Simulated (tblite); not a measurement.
# C5H14OSeSi: the cost of one run

The runs use tblite 0.8.0 and PySCF 2.14.0, with density-fitted response routines of our own; the level of theory stands in each step. All values are computed, except where a source is named. Atoms count from 0, in the outputs and in this text.

**1. Starting geometry**

22 atoms, charge 0, multiplicity 1; geometry from: force field or distance geometry start.

Bonds of the start (Å): C0–C1 1.49, C1–Se2 1.94, Se2–C3 1.95, C3–C4 1.50, C4–C5 1.51, C4–Si6 1.87, Si6–O7 1.71, C0–H8 1.12, C0–H9 1.12, C0–H10 1.12, C1–H11 1.11, C1–H12 1.09, C3–H13 1.11, C3–H14 1.10, C4–H15 1.11, C5–H16 1.10, C5–H17 1.11, C5–H18 1.12, Si6–H19 1.47, Si6–H20 1.46, O7–H21 0.99.

**2. Geometry optimisation with GFN2-xTB**

Job settings and geometry (Å):

```
{"job": {"kind": "relax", "xc": "GFN2-xTB", "basis": "xTB"}, "charge": 0, "multiplicity": 1}
C     -3.281100    -0.407500    -0.602900
C     -2.649500    -1.469100     0.230500
Se    -0.715300    -1.310700     0.328500
C     -0.133200     0.546500     0.237200
C      1.353200     0.527700     0.458900
C      1.834400     1.958800     0.390800
Si     2.249400    -0.537400    -0.789200
O      3.740300    -0.996000    -0.085500
H     -2.587200     0.444700    -0.807600
H     -4.197900    -0.007400    -0.089700
H     -3.619700    -0.843200    -1.576900
H     -3.048300    -1.380300     1.265000
H     -2.872600    -2.436300    -0.211700
H     -0.640800     1.095600     1.052800
H     -0.412000     1.036900    -0.706500
H      1.553700     0.133400     1.475400
H      1.065500     2.554700    -0.114900
H      1.925700     2.299800     1.446000
H      2.818300     2.009100    -0.135000
H      2.559700     0.192300    -2.023200
H      1.504900    -1.742600    -1.142800
H      3.542100    -1.649600     0.629300
```

Run with:

```
$ OMP_NUM_THREADS=1 python probes_run.py task.json out
```

One launch serves the whole session: the jobs run in the order shown.

Q: Estimate the wall time and peak memory of this first job on 1 thread of Intel Xeon at 2.50GHz, shared host.

About 5.7 s, with a peak of 0.18 GiB.
